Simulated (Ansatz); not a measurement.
# CH4ClGeO2: the cost of one run

Method: functionals in def2-TZVPP, the program's frozen cores in correlated methods; program: Ansatz 0.2.0, Gaussian basis.

The runs, in order: PBE-D4, r2SCAN-D4, PBE0-D4, B3LYP-D4, ωB97X-V, ωB97M-V, B2PLYP; CCSD(T)/def2-TZVPP; MP2/def2-QZVPP; extrapolation to the limit.

### 1 Structure used throughout

An earlier PBE0-D4 in a triple-zeta def2 set relaxation fixed the geometry.

SMILES `C[O][Ge]([OH])[Cl]`, 9 atoms, charge 0, spin multiplicity 2.

Atoms are counted from 1 here; the program's logs count them from 0.

Bond lengths: C1–O2 1.413 Å, C1–H6 1.095 Å, C1–H7 1.092 Å, C1–H8 1.095 Å, O2–Ge3 1.776 Å, Ge3–O4 1.768 Å, Ge3–Cl5 2.173 Å, O4–H9 0.964 Å. Angles: O2–C1–H6 111.5°, O2–C1–H7 107.3°, O2–C1–H8 111.9°, H6–C1–H7 108.4°, H6–C1–H8 109.0°, H7–C1–H8 108.6°, C1–O2–Ge3 122.5°, O2–Ge3–O4 103.1°, O2–Ge3–Cl5 109.5°, O4–Ge3–Cl5 108.5°, Ge3–O4–H9 110.1°.

### 2 PBE-D4 (GGA)

Contents of in.yaml:

```yaml
crystal:
  periodic: [false, false, false]
  atoms:
    - {symbol: C, position_ang: [-1.490799, -0.074055, -0.219213]}
    - {symbol: O, position_ang: [-0.171345, -0.579352, -0.187396]}
    - {symbol: Ge, position_ang: [1.097641, 0.132649, 0.830085]}
    - {symbol: O, position_ang: [2.580264, -0.575432, 0.176206]}
    - {symbol: Cl, position_ang: [1.162031, 2.281966, 0.514112]}
    - {symbol: H, position_ang: [-2.048809, -0.352487, 0.680513]}
    - {symbol: H, position_ang: [-1.988174, -0.517694, -1.083981]}
    - {symbol: H, position_ang: [-1.508398, 1.015137, -0.326609]}
    - {symbol: H, position_ang: [2.367589, -1.330732, -0.383708]}
basis:
  gaussian: {orbitals: def2-TZVPP}
magnetization: {spin_polarized: true, initial_magnetization: 1}
hamiltonian: {xc: pbe, dispersion: d4}
output: {forces: true, orbitals: {seedname: orbitals}}
```

Launch:

```console
> ansatz run in.yaml --threads 2 --pin off --events-out ev --progress --plain --max-ram 20480MiB --backend cpu
```

**Question.** How long does this run take on 2 threads of AMD EPYC 7R13, shared host, and how much memory does it need?

About 6.5 s, with a peak of 0.4 GiB.
